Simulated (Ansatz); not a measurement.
# GePHCl (quartet): wave-function methods side by side, cc-pVDZ

An exercise on one series of results from a longer session: the logs are not shown, and one member is left open.

Program: Ansatz 0.2.0, Gaussian basis. Level of theory: cc-pVDZ, core rule «outside noble gas», up to 24 orbitals frozen. These are calculated values, not measurements.

The runs, in order: UHF; CCSD(T) on ROHF; CCSD(T) on UHF; BCCD(T) on ROHF; CISD as a restricted active space (open shells left free, so some higher excitations enter); CCSDT(Q) on ROHF; CCSDT(Q) on UHF.

30 further runs of the same task are left out: 6 for a known fault of the program, 13 that didn't finish, 11 set aside as unsound or not needed. Runs told in other sessions of the task aren't counted.

## The system

The geometry is a PBE0/def2-TZVP stationary point (not a proven minimum). No spin-orbit coupling is included. The filled d shell of Ge may be among the frozen orbitals whatever the setting's name suggests.

4 atoms, charge 0, spin multiplicity 4.

Atoms are counted from 1 here; the program's logs count them from 0.

Bond lengths: Cl1–Ge2 2.178 Å, Ge2–P3 2.397 Å, P3–H4 1.428 Å. Angles: Cl1–Ge2–P3 108.9°, Ge2–P3–H4 97.2°.

Set-up of the first run:

in.yaml

```yaml
crystal:
  periodic: [false, false, false]
  atoms:
    - {symbol: Cl, position_ang: [0.015099, -0.724902, 1.732758]}
    - {symbol: Ge, position_ang: [0.010213, 0.638031, 0.033528]}
    - {symbol: P, position_ang: [-0.084120, -0.645378, -1.988387]}
    - {symbol: H, position_ang: [1.317890, -0.651656, -2.261202]}
basis:
  gaussian: {orbitals: cc-pVDZ}
magnetization: {spin_polarized: true, initial_magnetization: 3}
hamiltonian: {xc: hf}
output: {orbitals: {seedname: orbitals}}
```

Started as:

```
$ ansatz run in.yaml --threads 1 --pin off --events-out ev --progress --plain --max-ram 2393MiB
```

Among the steps run: UHF; CCSD(T) on ROHF; CCSD(T) on UHF; BCCD(T) on ROHF; CISD as a restricted active space (open shells left free, so some higher excitations enter); CCSDT(Q) on ROHF; CCSDT(Q) on UHF.

One table of the session follows, with a row left open; its other results are not shown here.

```
   method  from UCCSDT(Q) (kcal/mol)
     ROHF                    +218.56
      UHF                    +212.68
     RMP2                     +33.70
     UMP2                     +34.19
    RCCSD                      +7.84
    UCCSD                      +7.45
 RCCSD(T)                      +1.62
 UCCSD(T)                          ?
  BCCD(T)                      +1.57
   RCCSDT                      +0.69
   UCCSDT                      +0.51
RCCSDT(Q)                      +0.21
UCCSDT(Q)                          0
```

Estimate the missing values for UCCSD(T).

**Answer.** from UCCSDT(Q) (kcal/mol): +1.46. In the column «from UCCSDT(Q) (kcal/mol)» it lies between RCCSDT (+0.69) and BCCD(T) (+1.57).

Not comparable, so not listed: CISD as a restricted active space (open shells left free, so some higher excitations enter) (they don't share determinant, frozen orbitals or solution with the rows shown, or repeat one).

Limits of these values: Restricted and unrestricted rows rest on different reference determinants; a gap between their highest levels can come from leftover correlation error, from unlike frozen cores or from another state.
